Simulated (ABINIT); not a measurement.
Runs of ABINIT 10.8.3 (patched build) on HPbNO4. The typed cell holds 7 atoms: a = 3.857 Å, b = 4.338 Å, c = 5.984 Å, α = 81.87°, β = 83.26°, γ = 87.68°. The cell was built by a generator and needn't be a form met in nature.

```csv
task,level,potentials or basis,cell,k mesh,cutoff (eV),cell freedom (optcell),cutoff smearing ecutsm (Ha),optimiser (ionmov),force stop (Ha/bohr),fine-grid cutoff,mesh quality,gap on the mesh (eV),pressure (GPa),largest force (eV/Å)
relaxation of cell and atoms,LDA,"Ansatz PAW PBE default generated set, frozen core",relaxed,4 × 3 × 3,435,2,0.5,22,0.0005,870.764 eV,coarse,(b),0.0,0.02
band structure,LDA,JTH PAW PBE v2.0,as given,5 × 4 × 4,816,-,-,-,-,1414.99 eV,not flagged,0.27,-6.2,0.78
band structure,LDA,"Ansatz PAW PBE default generated set, frozen core",as given,5 × 4 × 4,517,-,-,-,-,1034.03 eV,not flagged,0.27,(a),0.93
band structure,SCAN,"Ansatz PAW PBE default generated set, frozen core",as given,5 × 4 × 4,517,-,-,-,-,1034.03 eV,not flagged,0.27,(c),0.70
band structure,RPBE,"Ansatz PAW PBE default generated set, frozen core",as given,5 × 4 × 4,517,-,-,-,-,1034.03 eV,not flagged,0.26,2.7,0.28
```

Alike in all rows: no spin polarisation; smearing fermi-dirac 0.05 eV.

Estimate the missing entries.

(a) -6.4; (b) 0.94; (c) -4.9.

Caveats: some runs use coarse meshes; the atomic spheres overlap; the PAW data sets were made with another functional, which shifts forces and pressure a little; spin-orbit coupling is left out, which as a rule narrows the gap of such compounds by several tenths of an eV; an odd mesh through Γ misses points on the zone boundary, where band edges often lie (some runs).

A k mesh can miss the band edges, and the runs leave out spin-orbit coupling on Pb.

Runs at the PBE level aren't shown here.
